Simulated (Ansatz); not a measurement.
# ZnSn2N2 (P-4m2) in Ansatz: convergence with n extra bands

Aim: find how far n extra bands must go before the results for ZnSn2N2 settle, at r2SCAN. This setting moves, with any that are tied to it; all else stays.

Program: Ansatz 0.2.0. These are calculated values, not measurements. Logs are shortened: lines on timing, memory, paths and dates and some standing lists are left out, and cuts for length are marked.

**1. The structure**

Symmetry: P-4m2, No. 115, tetragonal system. The conventional cell has a = 3.352 Å, b = 3.352 Å, c = 8.064 Å, α = 90.00°, β = 90.00°, γ = 90.00°. Around Sn (site symmetry 2mm) lie 2 N at 2.12 Å. Around Zn (site symmetry -4m2) lie 4 N at 2.05 Å. Around N (site symmetry 2mm) lie 2 Zn at 2.05 Å and 2 Sn at 2.12 Å.

The cell comes from a database or a generator and needn't be the stable form of this composition.

**2. With n extra bands 1**

input.yaml reads:

```yaml
crystal:
  lattice:
    - [3.352326, 0.0, 0.0]
    - [0.0, 3.352326, 0.0]
    - [0.0, 0.0, 8.064209]
  atoms:
    - { symbol: Sn, position: [0.5, 0.5, 0.305827] }
    - { symbol: Sn, position: [0.5, 0.5, 0.694173] }
    - { symbol: Zn, position: [0.0, 0.0, 0.0] }
    - { symbol: "N", position: [0.0, 0.5, 0.85419] }
    - { symbol: "N", position: [0.5, 0.0, 0.14581] }
hamiltonian:
  xc: r2scan
  pseudopotentials: { kind: paw }
kpoints:
  mp_grid: { grid: [7, 7, 3] }
scf:
  occupations: { method: gaussian, width: 0.05 }
  n_extra_bands: 1
output:
  forces: true
  stress: true
  eigenvalues: true
```

Potentials or basis: Ansatz PAW.

Run with:

```bash
> ansatz run input.yaml --threads 2 --pin off --max-ram 5632MiB --backend cpu --events-out ev --progress --plain --runs-dir out
```

It took 7.1 s on 2 threads of Arm Neoverse V2, shared host; peak memory 0.48 GiB.

Results:

* Free energy: -16171.6003 eV
* Pressure: -3.8 GPa
* Largest force: 0.380 eV/Å
* Band gap on the k mesh: none (metal or under the smearing width)

**3. With n extra bands 2**

input.yaml, as its differences from that of step 2:

```diff
@@ -18,3 +18,3 @@
   occupations: { method: gaussian, width: 0.05 }
-  n_extra_bands: 1
+  n_extra_bands: 2
 output:
```

Potentials or basis: Ansatz PAW.

Run with:

```bash
> ansatz run input.yaml --threads 2 --pin off --max-ram 5632MiB --backend cpu --events-out ev --progress --plain --runs-dir out
```

Run time: 6.5 s. Hardware: 2 threads of Arm Neoverse V2, shared host; peak memory 0.48 GiB.

What came out:

```yaml
Free_energy: -16171.6003 eV
Pressure: -3.8 GPa
Largest_force: 0.380 eV/Å
Band_gap_on_the_k_mesh: none (metal or under the smearing width)
```

**4. With n extra bands 4**

input.yaml, as its differences from that of step 3:

```diff
@@ -18,3 +18,3 @@
   occupations: { method: gaussian, width: 0.05 }
-  n_extra_bands: 2
+  n_extra_bands: 4
 output:
```

Run with:

```bash
> ansatz run input.yaml --threads 2 --pin off --max-ram 5632MiB --backend cpu --events-out ev --progress --plain --runs-dir out
```

Run time: 6.8 s. Hardware: 2 threads of Arm Neoverse V2, shared host; peak memory 0.48 GiB.

Results:

| Quantity | Value |
| --- | --- |
| Free energy | -16171.6003 eV |
| Pressure | -3.8 GPa |
| Largest force | 0.380 eV/Å |
| Band gap on the k mesh | none (metal or under the smearing width) |

**5. With n extra bands 8**

input.yaml, as its differences from that of step 4:

```diff
@@ -18,3 +18,3 @@
   occupations: { method: gaussian, width: 0.05 }
-  n_extra_bands: 4
+  n_extra_bands: 8
 output:
```

Run with:

```bash
> ansatz run input.yaml --threads 2 --pin off --max-ram 5632MiB --backend cpu --events-out ev --progress --plain --runs-dir out
```

Run time: 7.4 s. Hardware: 2 threads of Arm Neoverse V2, shared host; peak memory 0.49 GiB.

It converged, with:

```yaml
Free_energy: -16171.6003 eV
Pressure: -3.8 GPa
Largest_force: 0.380 eV/Å
Band_gap_on_the_k_mesh: none (metal or under the smearing width)
```

**6. With n extra bands 16**

input.yaml, as its differences from that of step 5:

```diff
@@ -18,3 +18,3 @@
   occupations: { method: gaussian, width: 0.05 }
-  n_extra_bands: 8
+  n_extra_bands: 16
 output:
```

Potentials or basis: Ansatz PAW.

Run with:

```bash
> ansatz run input.yaml --threads 2 --pin off --max-ram 5632MiB --backend cpu --events-out ev --progress --plain --runs-dir out
```

Wall time 8.4 s (2 threads of Arm Neoverse V2, shared host); peak memory 0.49 GiB.

The run converged. Its results:

| Item | Value |
| --- | --- |
| Free energy | -16171.6003 eV |
| Pressure | -3.8 GPa |
| Largest force | 0.380 eV/Å |
| Band gap on the k mesh | none (metal or under the smearing width) |

**7. With n extra bands 32**

input.yaml, as its differences from that of step 6:

```diff
@@ -18,3 +18,3 @@
   occupations: { method: gaussian, width: 0.05 }
-  n_extra_bands: 16
+  n_extra_bands: 32
 output:
```

Potentials or basis: Ansatz PAW.

Run with:

```bash
> ansatz run input.yaml --threads 2 --pin off --max-ram 5632MiB --backend cpu --events-out ev --progress --plain --runs-dir out
```

The program printed:

```text
Warning: RAYON_NUM_THREADS=2 ignored (pool sized by the plan → 2); use --threads N
scf.n_extra_bands = 32 over 25 filled bands (N_el = 50.0): the run solves 57 bands
Engine: ansatz 0.2.0, aarch64-unknown-linux-gnu
Pseudopotentials: kind: paw
Pseudopotential: Sn, paw, valence charge 14, recommended cutoff 500 eV (meta_gga), Sn.paw.azcp
Pseudopotential: Zn, paw, valence charge 12, recommended cutoff 500 eV (meta_gga), Zn.paw.azcp
Pseudopotential: N, paw, valence charge 5, recommended cutoff 500 eV (meta_gga), N.paw.azcp
Functional definition: r2SCAN
  parameter k0 = 0.174
  parameter k1 = 0.065
  parameter a1 = 4.9479
  exchange = r2scan_x(k0 = k0, k1 = k1, a1 = a1)
  correlation = r2scan_c
Crystal: 5 atoms, lattice volume = 90.626 Å³
Basis set: ecut = 500 eV, 2293 PW (Γ), exchange–correlation on 100×100×240 points (64 copies of the dense FFT grid, shifted against one another)
Bands: 57, of which v1, the nominal top of the filled ones, is band 25 counted from 1 (24 counted from 0)
Symmetry: 8 space group operations
Space group: P-4m2 (ITA 115), of the structure as read, at distance tolerance 4.5e-5 Å
k-points: 20 of 147 (time reversal used)
Non-local potential: Sn, projectors of the file, l = 0: 2, l = 1: 2, l = 2: 2, l = 3: 2
Non-local potential: Zn, projectors of the file, l = 0: 2, l = 1: 2, l = 2: 3, l = 3: 1
Non-local potential: N, projectors of the file, l = 0: 2, l = 1: 2, l = 2: 1
PAW form: soft (Blöchl's): semilocal exchange-correlation on the pseudo side does not see the compensation charge
PAW frozen core: Sn, regenerated for the run's functional (the file was generated under x = pbe(κ = 0.804, μ = 0.2195149727645171), c = pbe(β = 0.06672455060314922))
PAW frozen core: Zn, regenerated for the run's functional (the file was generated under x = pbe(κ = 0.804, μ = 0.2195149727645171), c = pbe(β = 0.06672455060314922))
PAW frozen core: N, regenerated for the run's functional (the file was generated under x = pbe(κ = 0.804, μ = 0.2195149727645171), c = pbe(β = 0.06672455060314922))
PAW one-centre angular grid: Sn, 590 points (default); XC on 249 of its mesh's 2787 points in the sphere
PAW one-centre angular grid: Zn, 590 points (default); XC on 261 of its mesh's 2673 points in the sphere
PAW one-centre angular grid: N, 302 points (default); XC on 160 Gauss nodes
Initial density: superposition of atomic densities (neutral atoms: chi_scale 0, normalization atom), corrected by the library's trained network
Initial wavefunctions: pseudopotential atomic-orbital guess
Functional: x = r2scan, c = r2scan; τ floored in thin density (d = 2e-4 eV/Å³)
SCF iter   1: F=—  HF=-16171.567363 eV  |F-HF|=—  |Δ(HF+E_count)|=         —  Δρ=1.39e-2  dr2=1.12e-1  dr2_τ=1.30e-1  ethr=1.77e-3  ⟨swp⟩=6.0  Hψ=5502  notcnv=0  defer=371
preconditioner: auto → LDOS  [metal: Δε(μ)=0.042 eV  Ē_g=27.126 eV  σ=0.050 eV  W_gap=0.45  n_scr=26 (ndim 8)  ℏωp=27.6 eV  f_vac=0.020  D(μ)=2.53/eV (n_scr^D=16)  β→1.0]
SCF iter   2: F=—  HF=-16171.629297 eV  |F-HF|=—  |Δ(HF+E_count)|=   6.19e-2  Δρ=9.07e-3  dr2=4.67e-2  dr2_τ=4.87e-4  ethr=2.24e-4  ⟨swp⟩=2.0  Hψ=1705  notcnv=0  defer=531
SCF iter   3: F=—  HF=-16171.605164 eV  |F-HF|=—  |Δ(HF+E_count)|=   2.41e-2  Δρ=4.50e-3  dr2=1.64e-2  dr2_τ=6.15e-5  ethr=9.33e-5  ⟨swp⟩=2.0  Hψ=978  notcnv=0  defer=531
SCF iter   4: F=—  HF=-16171.600775 eV  |F-HF|=—  |Δ(HF+E_count)|=   4.39e-3  Δρ=1.30e-3  dr2=2.29e-3  dr2_τ=3.84e-5  ethr=3.27e-5  ⟨swp⟩=2.0  Hψ=1597  notcnv=0  defer=530
SCF iter   5: F=—  HF=-16171.600377 eV  |F-HF|=—  |Δ(HF+E_count)|=   3.98e-4  Δρ=4.49e-4  dr2=3.29e-4  dr2_τ=4.32e-6  ethr=4.59e-6  ⟨swp⟩=3.0  Hψ=1134  notcnv=0  defer=530
SCF iter   6: F=—  HF=-16171.600316 eV  |F-HF|=—  |Δ(HF+E_count)|=   6.12e-5  Δρ=1.13e-4  dr2=2.61e-5  dr2_τ=3.67e-7  ethr=6.58e-7  ⟨swp⟩=2.6  Hψ=1020  notcnv=0  defer=530
SCF iter   7: F=—  HF=-16171.600304 eV  |F-HF|=—  |Δ(HF+E_count)|=   1.17e-5  Δρ=4.77e-5  dr2=1.73e-6  dr2_τ=6.25e-8  ethr=5.23e-8  ⟨swp⟩=2.7  Hψ=1099  notcnv=0  defer=530
SCF iter   8: F=—  HF=-16171.600305 eV  |F-HF|=—  |Δ(HF+E_count)|=   1.27e-6  Δρ=1.38e-5  dr2=1.12e-7  dr2_τ=1.24e-8  ethr=3.47e-9  ⟨swp⟩=2.9  Hψ=1110  notcnv=0  defer=530
SCF iter   9: F=-16171.600305 eV  HF=-16171.600305 eV  |F-HF|=2.61e-9  |Δ(HF+E_count)|=   1.47e-7  Δρ=2.52e-6  dr2=6.93e-9  dr2_τ=4.44e-10  ethr=2.00e-10  ⟨swp⟩=14.1  Hψ=7756  notcnv=0
SCF 1 converged in 9 iterations: F = -16171.600305 eV  dr2 = 6.93e-9
SCF converged after 9 iterations
Free energy (F): -16171.600305 eV
Harris-Foulkes:  -16171.600305 eV  (|F-HF|=2.61e-9)
Internal energy: -16171.597313 eV  (E = F + TS)
E sigma→0 (E₀):  -16171.598809 eV
Entropy (-TS):   -0.002992 eV (-0.598 meV/atom)
Fermi energy:    8.758960 eV
--- Per-component energies (eV) ---
  E_band       = -183.820683
  E_kinetic    = 759.528725
  E_local      = -4397.437083  (includes V_loc(G=0)·N_el)
  E_nonlocal   = 645.791032
  E_hartree    = 2197.412722
  E_xc         = -988.259310
  E_vxc        = -425.992811  (∫ρ·V_xc dr)
  E_paw        = -10431.966645  (= ΣΔE_a)
  E_vpaw       = -1186.220725  (= ΣTr[D̂ρ^β])
  E_aug_tail   = -0.000016  (compensation charges beyond the density's cutoff)
  E_vtau       = 25.687297  (kinetic-family band-sum trace: ∫τ·v_τ [+ j·A + Jᵃ·Aᵃ] dr)
  E_ewald      = -3957.895630
  E_core_change = 1.228892  (= ΣΔE_core)
  E_smearing   = -0.002992  (= −TS)
  E_closure    = 0.000000  (closes the sum)
  Σ components = -16171.600305   (vs F -16171.600305, Δ=0.00e0)
--- Forces (eV/Å), atoms counted from 1 ---
  atom   1  Sn    -0.00000000     0.00000000    -0.37967991
  atom   2  Sn    -0.00000000     0.00000000     0.37967991
  atom   3  Zn     0.00000000     0.00000000    -0.00000000
  atom   4  N      0.00000000    -0.00000000    -0.13084019
  atom   5  N      0.00000000     0.00000000     0.13084019
  max |Σ_I F_I| component: 1.69e-16 eV/Å
--- Stress (GPa, compression-positive) ---
       -3.655385       0.000000      -0.000000
        0.000000      -3.655385       0.000000
       -0.000000       0.000000      -4.033261
  P = ⅓ Tr σ = -3.7813 GPa (-37.813 kbar)
--- Band table (eV; the first three rows and the last of 20) ---
  k-point 0: bands = ["-13.4846", "-13.4814", "-13.3359", "-13.2709", "-13.2709", "-13.2051", "-13.2051", "-13.1936", "-13.1749", "-13.1707", "-7.3610", "-6.7244", "0.0632", "1.3767", "2.3400", "2.3400", "2.6879", "2.9767", "4.0115", "5.3375", "5.9800", "5.9800", "7.5874", "7.5874", "9.1478", "9.7062", "12.3522", "14.6624", "14.6624", "15.5021", "16.7774", "16.7774", "17.0962", "17.2651", "18.4155", "18.9770", "21.3086", "21.4598", "21.4598", "22.0141", "24.5156", "24.5156", "24.7954", "25.7025", "26.7281", "26.7281", "27.1264", "27.9770", "28.1554", "28.9894", "29.1599", "29.9856", "29.9856", "30.4955", "30.8915", "30.8915", "32.5666"]
  k-point 1: bands = ["-13.4859", "-13.4799", "-13.3349", "-13.2707", "-13.2707", "-13.2053", "-13.2053", "-13.1948", "-13.1749", "-13.1707", "-7.3382", "-6.7580", "0.1755", "1.4383", "2.3391", "2.3391", "2.7034", "2.9767", "3.3255", "5.9994", "5.9994", "6.2640", "7.5550", "7.5550", "7.9884", "10.5625", "12.5077", "14.8053", "14.8053", "15.6111", "16.5919", "16.5998", "16.5998", "17.3352", "18.0149", "19.7546", "20.4585", "21.5170", "21.5170", "22.1851", "23.6258", "24.2023", "24.2023", "27.0577", "27.6879", "27.6879", "28.0088", "28.2347", "28.8717", "29.3449", "29.6436", "29.6436", "29.8674", "30.4392", "30.7070", "30.7520", "30.7520"]
  k-point 2: bands = ["-13.4627", "-13.4604", "-13.3308", "-13.2905", "-13.2699", "-13.2172", "-13.2039", "-13.1843", "-13.1810", "-13.1797", "-7.2114", "-6.6146", "0.2533", "1.4335", "2.3338", "2.3558", "2.7073", "2.9335", "3.8077", "5.1276", "5.5890", "6.1152", "7.0016", "7.6286", "8.9070", "10.5226", "12.6398", "13.0191", "14.5039", "14.8230", "16.2159", "16.9024", "17.6677", "18.2057", "18.9628", "20.1897", "20.6882", "21.2171", "21.9583", "22.8862", "23.5504", "24.4178", "24.6530", "24.8729", "25.0143", "26.8482", "27.3913", "28.0412", "28.4486", "28.9536", "29.0679", "30.0453", "30.1652", "31.1721", "31.3642", "32.0523", "32.1965"]
  k-point 19: bands = ["-13.4465", "-13.4462", "-13.2821", "-13.2755", "-13.2702", "-13.2532", "-13.2531", "-13.1771", "-13.1412", "-13.0841", "-5.7269", "-5.6867", "1.3887", "2.0557", "2.5215", "2.6713", "2.8507", "2.9098", "3.4975", "4.0144", "4.9948", "5.1693", "5.7932", "6.3470", "7.7732", "8.1167", "10.1672", "12.1807", "12.4450", "14.1137", "15.5393", "16.4143", "16.5544", "17.0894", "17.9983", "19.1059", "19.7741", "20.2545", "21.1478", "21.7188", "23.9057", "25.8301", "26.7670", "27.2950", "27.6508", "29.3754", "29.7380", "31.1431", "31.4886", "31.7189", "32.2855", "32.6801", "33.2413", "33.6270", "33.8979", "34.6539", "34.9190"]
```

It took 10 s on 2 threads of Arm Neoverse V2, shared host; peak memory 0.52 GiB.

What came out:

```yaml
Free_energy: -16171.6003 eV
Pressure: -3.8 GPa
Largest_force: 0.380 eV/Å
Band_gap_on_the_k_mesh: none (metal or under the smearing width)
```

**8. Result**

| n extra bands | energy less the tightest run, at zero smearing (meV/atom) | SCF cycles | CPU time (s) | peak memory (GiB) |
| --- | --- | --- | --- | --- |
| 1 | 0.00 | 9 | 14 | 0.48 |
| 2 | 0.00 | 9 | 13 | 0.48 |
| 4 | 0.00 | 9 | 13 | 0.48 |
| 8 | 0.00 | 9 | 14 | 0.49 |
| 16 | 0.00 | 9 | 16 | 0.49 |
| 32 | 0.00 | 9 | 20 | 0.52 |

Against the tightest run, the energy stays within 1 meV/atom from 1 on. The tightest run that finished is the yardstick and may itself not be fully converged.

Caveats: the PAW data sets come from PBE, with cores solved anew for the run's functional, which leaves a small shift of forces and pressure.
